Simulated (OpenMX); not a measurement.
ZnCu2SnSe4 under changes of volume

One of the cells (23.898 Å³/atom); the others are scaled copies at fixed shape and fractional positions:

```
Sn Se Zn Cu
1.0
    -2.88564    2.88564    5.73983
     2.88564   -2.88564    5.73983
     2.88564    2.88564   -5.73983
Sn Se Zn Cu
1 4 1 2
Direct
  0.50000 0.50000 0.00000
  0.36347 0.88971 0.99322
  0.89649 0.37025 0.00678
  0.11029 0.10351 0.47375
  0.62975 0.63653 0.52625
  0.75000 0.25000 0.50000
  0.00000 0.00000 0.00000
  0.25000 0.75000 0.50000
```

The cell comes from a database or a generator and needn't be the stable form of this composition.

```yaml
Program: OpenMX 3.8.5
Functional: LDA
Potentials_or_basis: OpenMX 2013 LDA set, Sn7.0-s3p2d2, Se7.0-s3p2d2, Zn6.0H-s3p2d2, Cu6.0H-s3p2d2, fixed grid of 70 × 70 × 54 points
k_mesh: 7 × 7 × 7
Occupations: fermi-dirac, width 0.05 eV
Spin: no spin polarisation
```

| volume (Å³/atom) | energy over the lowest point (meV/atom) | largest force (eV/Å) |
| --- | --- | --- |
| 22.464 | 0.00 | 0.409 |
| 22.942 | 1.30 | 0.358 |
| 23.420 | 6.59 | 0.312 |
| 23.898 | 15.38 | 0.271 |
| 24.375 | 27.26 | 0.234 |
| 24.853 | ? | ? |
| 25.331 | 59.03 | 0.171 |

Q: What does the run at 24.853 Å³/atom give?

A: Energy over the lowest point 41.93 meV/atom; largest force 0.201 eV/Å.

Worked out: A Birch-Murnaghan fit of order 3 (a polynomial in V^(-2/3)) to the other rows has its minimum at 22.55 Å³/atom with B0 = V·E''(V) = 69 GPa and B' = 4.7 at fixed shape and positions, which overstates the stiffness. It gives 41.93 meV/atom at 24.853 Å³/atom, against the run's 41.93.

Energies are extrapolated to zero smearing.

Caveats: the basis has few d functions beyond the semicore shells, which can make volumes several per cent too large; the basis of atomic orbitals isn't converged, which shifts pressures, moduli and gaps; the run has no spin polarisation, though such a crystal can be magnetic.
